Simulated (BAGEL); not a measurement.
# CH5B2O (SMILES BOB[CH2]) at UHF/3-21G (density fitting with qzvpp-jkfit)

What is the electronic atomisation energy of CH5B2O at UHF/3-21G (density fitting with qzvpp-jkfit)? 

Program for the calculation: BAGEL 1.2.2.

20 further runs of the same task are left out: 20 set aside as unsound or not needed.

### 1 The structure to begin with

CH5B2O has 9 atoms, charge 0, and is taken as a doublet. As SMILES, `BOB[CH2]`. The shape is that of a GFN2-xTB optimisation. This is one conformer, not always the lowest.

Bond lengths: B1–O2 1.286 Å, O2–B3 1.323 Å, B3–C4 1.518 Å, B1–H5 1.184 Å, B1–H6 1.184 Å, B3–H7 1.181 Å, C4–H8 1.079 Å, C4–H9 1.077 Å. Angles: B1–O2–B3 179.3°, O2–B3–C4 120.1°, O2–B1–H5 120.1°, O2–B1–H6 120.1°, O2–B3–H7 118.1°, C4–B3–H7 121.8°, B3–C4–H8 122.8°, B3–C4–H9 123.3°, H5–B1–H6 119.7°, H8–C4–H9 114.0°.

### 2 The energy at UHF/3-21G (density fitting with qzvpp-jkfit)

Input file calc.json:

```json
{ "bagel" : [

{
  "title" : "molecule",
  "basis" : "3-21g",
  "df_basis" : "qzvpp-jkfit",
  "angstrom" : true,
  "geometry" : [
    { "atom" : "B", "xyz" : [      -0.941110,       1.508880,       0.636940 ] },
    { "atom" : "O", "xyz" : [      -0.056730,       0.666800,       0.234030 ] },
    { "atom" : "B", "xyz" : [       0.841180,      -0.210160,      -0.184560 ] },
    { "atom" : "C", "xyz" : [       0.407830,      -1.604720,      -0.598270 ] },
    { "atom" : "H", "xyz" : [      -1.477200,       2.225100,      -0.138830 ] },
    { "atom" : "H", "xyz" : [      -1.220370,       1.574070,       1.785870 ] },
    { "atom" : "H", "xyz" : [       1.972230,       0.127660,      -0.222440 ] },
    { "atom" : "H", "xyz" : [      -0.620600,      -1.929790,      -0.566870 ] },
    { "atom" : "H", "xyz" : [       1.094770,      -2.357860,      -0.945870 ] }
  ]
},

{
  "title" : "uhf",
  "nopen" : 1
},

{
  "title" : "print",
  "file" : "orbitals.molden",
  "orbitals" : true
}

]}
```

Started as:

```sh
$ BAGEL_NUM_THREADS=1 BAGEL calc.json > calc.out
```

Standard output:

```text
* using 1 threads per process

  ===============================================================
  ===============================================================

  *** Geometry ***

  { "atom" : "B", "xyz" : [     -1.778440,      2.851370,      1.203642 ] },
  { "atom" : "O", "xyz" : [     -0.107204,      1.260069,      0.442253 ] },
  { "atom" : "B", "xyz" : [      1.589600,     -0.397145,     -0.348768 ] },
[... 5 lines of this table left out ...]
  { "atom" : "H", "xyz" : [      2.068815,     -4.455710,     -1.787435 ] },

  Number of auxiliary basis functions:      392

  Since a DF basis is specified, we compute 2- and 3-index integrals:
    o Being stored without compression. Storage requirement is 0.007 GB

  Number of basis functions:       46
  Number of electrons      :       29

    * METHOD: MOLECULE                             0.18

  *** Open-shell HF ***

  === Nuclear Repulsion ===
    94.3792621032

      * DIIS with orbital gradients will be used.

  === UHF iteration (3-21g) ===
      0       -164.04077714          0.04838346           0.05
      1       -164.11506306          0.02838728           0.05
      2       -164.13069339          0.01818209           0.06
[... 13 lines of this table left out ...]
     16       -164.14076137          0.00000001           0.06
    * SCF iteration converged.

    * S^2 (UHF) is 0.7580

    * Permanent dipole moment:
           (   -0.016133,     0.392858,     0.135044) a.u.

    * METHOD: UHF                                  1.17

    * METHOD: PRINT                                0.01

  ===============================================================
```

Run time: 1.6 s. Hardware: 1 thread of Intel Xeon Platinum 8488C (Sapphire Rapids), shared host.

### 3 The B atom, same level

Input file input.json:

```json
{ "bagel": [

{
  "title": "molecule",
  "basis": "3-21g",
  "df_basis": "qzvpp-jkfit",
  "angstrom": true,
  "geometry": [
    { "atom": "B", "xyz": [    0.000000,    0.000000,    0.000000 ] }
  ]
},
{
  "title": "uhf",
  "nopen": 1
},
{
  "title": "print",
  "file": "orbitals.molden",
  "orbitals": true
}

]}
```

Run the same way, it converges to -24.38978 Eh (log not shown).

### 4 The C atom at the same level

Input file calc.json:

```json
{ "bagel" : [

{
  "title" : "molecule",
  "basis" : "3-21g",
  "df_basis" : "qzvpp-jkfit",
  "angstrom" : true,
  "geometry" : [
    { "atom" : "C", "xyz" : [    0.000000,    0.000000,    0.000000 ] }
  ]
},
{
  "title" : "uhf",
  "nopen" : 2
},
{
  "title" : "print",
  "file" : "orbitals.molden",
  "orbitals" : true
}

]}
```

Run the same way, it converges to -37.48108 Eh (log not shown).

### 5 The H atom

Input file input.json:

```json
{ "bagel": [

{
  "title": "molecule",
  "basis": "3-21g",
  "df_basis": "qzvpp-jkfit",
  "angstrom": true,
  "geometry": [
    { "atom": "H", "xyz": [    0.000000,    0.000000,    0.000000 ] }
  ]
},
{ "title": "uhf", "nopen": 1 },
{ "title": "print", "file": "orbitals.molden", "orbitals": true }

]}
```

Run the same way, it converges to -0.49620 Eh (log not shown).

### 6 The O atom, same level

Input file input.json:

```json
{ "bagel" : [

{
  "title" : "molecule",
  "basis" : "3-21g",
  "df_basis" : "qzvpp-jkfit",
  "angstrom" : true,
  "geometry" : [
    { "atom" : "O", "xyz" : [       0.000000,       0.000000,       0.000000 ] }
  ]
},

{
  "title" : "uhf",
  "nopen" : 2
},

{
  "title" : "print",
  "file" : "orbitals.molden",
  "orbitals" : true
}

]}
```

Started as:

```sh
$ BAGEL_NUM_THREADS=1 BAGEL input.json > input.out
```

Standard output:

```text
* using 1 threads per process

  ===============================================================
  ===============================================================

  *** Geometry ***

  { "atom" : "O", "xyz" : [      0.000000,      0.000000,      0.000000 ] },

  Number of auxiliary basis functions:       77

  Since a DF basis is specified, we compute 2- and 3-index integrals:
    o Being stored without compression. Storage requirement is 0.000 GB

  Number of basis functions:        9
  Number of electrons      :        8

    * METHOD: MOLECULE                             0.03

  *** Open-shell HF ***

  === Nuclear Repulsion ===
     0.0000000000

      * DIIS with orbital gradients will be used.

  === UHF iteration (3-21g) ===
      0        -74.38774432          0.02822767           0.00
      1        -74.39295470          0.00770985           0.00
      2        -74.39342859          0.00218198           0.00
      3        -74.39350053          0.00058964           0.00
      4        -74.39350590          0.00011977           0.00
      5        -74.39350641          0.00000224           0.00
      6        -74.39350641          0.00000087           0.00
      7        -74.39350641          0.00000022           0.00
      8        -74.39350641          0.00000001           0.00
    * SCF iteration converged.

    * S^2 (UHF) is 2.0011

    * Permanent dipole moment:
           (   -0.000000,    -0.000000,     0.000000) a.u.

    * METHOD: UHF                                  0.03

    * METHOD: PRINT                                0.00

  ===============================================================
```

Wall time 0.34 s (1 thread of Intel Xeon Platinum 8488C (Sapphire Rapids), shared host).

### 7 What came out

At UHF/3-21G (density fitting with qzvpp-jkfit):

```
                     quantity          value
       molecule: total energy  -164.14076 Eh
      molecule: dipole moment         1.06 D
               molecule: ⟨S²⟩          0.758
         B atom: total energy   -24.38978 Eh
        B atom: dipole moment         0.00 D
                 B atom: ⟨S²⟩          0.750
         C atom: total energy   -37.48108 Eh
        C atom: dipole moment         0.00 D
                 C atom: ⟨S²⟩          2.001
         H atom: total energy    -0.49620 Eh
        H atom: dipole moment         0.00 D
                 H atom: ⟨S²⟩          0.750
         O atom: total energy   -74.39351 Eh
        O atom: dipole moment         0.00 D
                 O atom: ⟨S²⟩          2.001
electronic atomisation energy      27.364 eV
```

Taking the molecule apart into free atoms costs 27.36 eV (631 kcal/mol), before zero-point energy and without spin-orbit coupling. Hartree–Fock lacks the correlation of the bonding pairs, which as a rule makes this value much too low; in minimal bases other errors can mask that. The basis has no polarisation functions, which makes bonds too weak.
